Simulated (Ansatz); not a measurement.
# Cl2GeH4Si: the cost of one run

Program: the Python package of Ansatz 0.2.0. Level of theory: Hartree-Fock/def2-SVP. These are calculated values, not measurements.

### 1 The structure

Bond lengths: Cl1–Si2 2.148 Å, Si2–Cl3 2.089 Å, Si2–Ge4 2.240 Å, Si2–H5 1.456 Å, Ge4–H6 1.571 Å, Ge4–H7 1.559 Å, Ge4–H8 1.566 Å. Angles: Cl1–Si2–Cl3 109.2°, Cl1–Si2–Ge4 111.1°, Cl1–Si2–H5 109.3°, Cl3–Si2–Ge4 107.8°, Cl3–Si2–H5 109.5°, Ge4–Si2–H5 109.8°, Si2–Ge4–H6 112.5°, Si2–Ge4–H7 110.9°, Si2–Ge4–H8 109.9°, H6–Ge4–H7 108.7°, H6–Ge4–H8 107.0°, H7–Ge4–H8 107.7°.

The script holds or builds the structure itself.

### 2 The code

run_scan.py

```python
# -*- coding: utf-8 -*-
import ansatz as az
from ase import Atoms
import numpy as np


def main():
    atoms = Atoms(["Cl", "Si", "Cl", "Ge", "H", "H", "H", "H"], positions=[
        (1.5409, -2.0725, 0.8421),
        (1.0563, -0.0464, 0.3199),
        (2.2007, 0.531, -1.3296),
        (-1.103, 0.1462, -0.242),
        (1.3528, 0.8256, 1.4475),
        (-1.4965, 1.6199, -0.6189),
        (-1.4521, -0.7873, -1.4409),
        (-2.0069, -0.2736, 0.966),
    ])
    system = az.Crystal.molecule_from_ase(atoms)

    symbols = [site.symbol for site in system.cartesian_sites]
    start = np.array([site.position_ang for site in system.cartesian_sites])
    axis = (start[5] - start[3]) / np.linalg.norm(start[5] - start[3])
    moving = [5]
    lengths, energies = [1.383, 1.446, 1.508, 1.571, 1.634, 1.697, 1.76, 1.854], []
    for length in lengths:
        xyz = start.copy()
        xyz[moving] += (length - np.linalg.norm(start[5] - start[3])) * axis
        point = az.Crystal.molecule()
        for symbol, place in zip(symbols, xyz):
            point = point.atom(symbol, place.tolist())
        model = point.calculation()
        model = model.basis(gaussian="def2-SVP")
        model = model.functional("hf")
        rep = model.run(threads=1).report
        energies.append(rep["free_energy_ev"])
        print(f"r = {length:6.3f} A  E = {energies[-1]:.5f} eV  <S^2> = {abs(rep['mean_field']['state']['spin_squared']):.3f}")

    fit = np.polynomial.Polynomial.fit(lengths, np.array(energies) - min(energies), 4).convert()
    roots = [r.real for r in fit.deriv().roots() if abs(r.imag) < 1e-9 and fit.deriv(2)(r.real) > 0]
    r_e = min(roots, key=lambda r: abs(r - lengths[int(np.argmin(energies))]))
    print(f"minimum of the fit at {r_e:.4f} A, force constant {fit.deriv(2)(r_e):.2f} eV/A^2")


if __name__ == "__main__":
    main()
```

### 3 The input behind the calls

The engine receives this input (first run):

```yaml
crystal:
  periodic: [false, false, false]
  atoms:
    - { symbol: Cl, position_ang: [1.5409, -2.0725, 0.8421] }
    - { symbol: Si, position_ang: [1.0563, -0.0464, 0.3199] }
    - { symbol: Cl, position_ang: [2.2007, 0.531, -1.3296] }
    - { symbol: Ge, position_ang: [-1.103, 0.1462, -0.242] }
    - { symbol: H, position_ang: [1.3528, 0.8256, 1.4475] }
    - { symbol: H, position_ang: [-1.4493648828057506, 1.4433738952753106, -0.5737533019809083] }
    - { symbol: H, position_ang: [-1.4521, -0.7873, -1.4409] }
    - { symbol: H, position_ang: [-2.0069, -0.2736, 0.966] }
basis:
  gaussian:
    orbitals: def2-SVP
hamiltonian:
  xc: hf
```

### 4 Running it

The run is started by

```
$ python run_scan.py
```

**Question.** How long does this script take on 1 thread of Arm Neoverse V2, shared host, and how much memory does it need?

About 12 s, with a peak of 0.3 GiB.
